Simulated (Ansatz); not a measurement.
# C2H5Cl3Sn: the cost of one run

Computed with Ansatz 0.2.0, Gaussian basis. Level: the settings change from run to run.

### Step 1. The geometry

The geometry comes from an earlier relaxation with PBE0-D4 in a triple-zeta def2 set; it is a stationary point, not always the lowest conformer. Sn takes a core potential in def2 sets; no spin-orbit term is included.

SMILES `C[CH2][Sn]([Cl])([Cl])[Cl]`, 11 atoms, charge 0, spin multiplicity 1.

Atoms are counted from 1 here; the program's logs count them from 0.

Bond lengths: C1–C2 1.519 Å, C1–H7 1.092 Å, C1–H8 1.092 Å, C1–H9 1.093 Å, C2–Sn3 2.131 Å, C2–H10 1.092 Å, C2–H11 1.092 Å, Sn3–Cl4 2.314 Å, Sn3–Cl5 2.314 Å, Sn3–Cl6 2.311 Å. Angles: C2–C1–H7 111.8°, C2–C1–H8 111.8°, C2–C1–H9 110.1°, H7–C1–H8 107.9°, H7–C1–H9 107.6°, H8–C1–H9 107.6°, C1–C2–Sn3 112.0°, C1–C2–H10 112.6°, C1–C2–H11 112.6°, Sn3–C2–H10 105.6°, Sn3–C2–H11 105.6°, H10–C2–H11 108.1°, C2–Sn3–Cl4 111.3°, C2–Sn3–Cl5 111.3°, C2–Sn3–Cl6 113.7°, Cl4–Sn3–Cl5 106.3°, Cl4–Sn3–Cl6 106.9°, Cl5–Sn3–Cl6 106.9°.

Geometry (Å):

| atom | x (Å) | y (Å) | z (Å) |
| --- | --- | --- | --- |
| C1 | 0.6897 | -1.3789 | 0.2745 |
| C2 | 0.0329 | -0.1445 | 0.8674 |
| Sn3 | -0.5881 | 1.2285 | -0.6389 |
| Cl4 | -2.1045 | 0.2554 | -2.0912 |
| Cl5 | 1.2003 | 1.9218 | -1.9336 |
| Cl6 | -1.5896 | 3.1351 | 0.2002 |
| H7 | 1.5811 | -1.1254 | -0.3029 |
| H8 | 0.0085 | -1.9244 | -0.3817 |
| H9 | 0.9961 | -2.0607 | 1.0723 |
| H10 | 0.7064 | 0.4178 | 1.5171 |
| H11 | -0.8676 | -0.3816 | 1.4374 |

### Step 2. PBE-QIDH/x2c-TZVPPall

Set apart from the defaults: atoms shaken by 0.08 Å.

The input, in.yaml:

```yaml
crystal:
  periodic: [false, false, false]
  atoms:
    - {symbol: C, position_ang: [0.706570, -1.425316, 0.259465]}
    - {symbol: C, position_ang: [0.064544, -0.045567, 0.900298]}
    - {symbol: Sn, position_ang: [-0.666847, 1.311403, -0.560058]}
    - {symbol: Cl, position_ang: [-2.083284, 0.277423, -2.067235]}
    - {symbol: Cl, position_ang: [1.201753, 1.667559, -1.955241]}
    - {symbol: Cl, position_ang: [-1.669512, 3.169370, 0.122462]}
    - {symbol: H, position_ang: [1.439621, -1.096288, -0.261276]}
    - {symbol: H, position_ang: [0.056838, -1.871399, -0.343688]}
    - {symbol: H, position_ang: [1.010984, -2.140182, 1.159728]}
    - {symbol: H, position_ang: [0.628562, 0.480913, 1.630983]}
    - {symbol: H, position_ang: [-0.872841, -0.419266, 1.416378]}
basis:
  gaussian: {orbitals: x2c-TZVPPall}
hamiltonian: {xc: {name: PBE-QIDH}}
```

Run with:

```console
$ ansatz run in.yaml --threads 4 --pin off --events-out ev --progress --plain --max-ram 11315MiB
```

What time and memory should one allow on 4 threads of Intel Xeon Platinum 8259CL at 2.50GHz, shared host?

About 17 s, with a peak of 1.2 GiB.
